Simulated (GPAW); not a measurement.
Crystal: TaTe.

```
CELL_PARAMETERS angstrom
3.42009 0.00000 0.00000
0.00000 3.42009 0.00000
0.00000 0.00000 3.42009
ATOMIC_POSITIONS crystal
Ta 0.50000 0.50000 0.50000
Te 0.00000 0.00000 0.00000
```

The cell was built by a generator and needn't be a form met in nature.

Base run:

* Program: GPAW 26.7.0
* Functional: PBEsol
* Potentials or basis: PAW data sets generated in the run's folder for this functional
* Cutoff: 600 eV
* Basis: pw
* k mesh: 8 × 8 × 8
* Occupations: fermi-dirac, width 0.05 eV
* Spin: no spin polarisation
* Hubbard terms: Ta d U = 1 eV

Its results: band gap on the k mesh none (metal or under the smearing width); pressure -4.7 GPa.

After a change of settings the same cell gave: band gap on the k mesh none (metal or under the smearing width); pressure 12.6 GPa. Which change was it?
A. hubbard terms from Ta d U = 1 eV to Ta d U = 8 eV
B. hubbard terms from Ta d U = 1 eV to Ta d U = 6 eV
C. hubbard terms from Ta d U = 1 eV to none

A.

Caveats: U without spin polarisation on a metal has little footing; the U is typed as a test and isn't derived for this compound.

Not every run made on this cell is shown here.
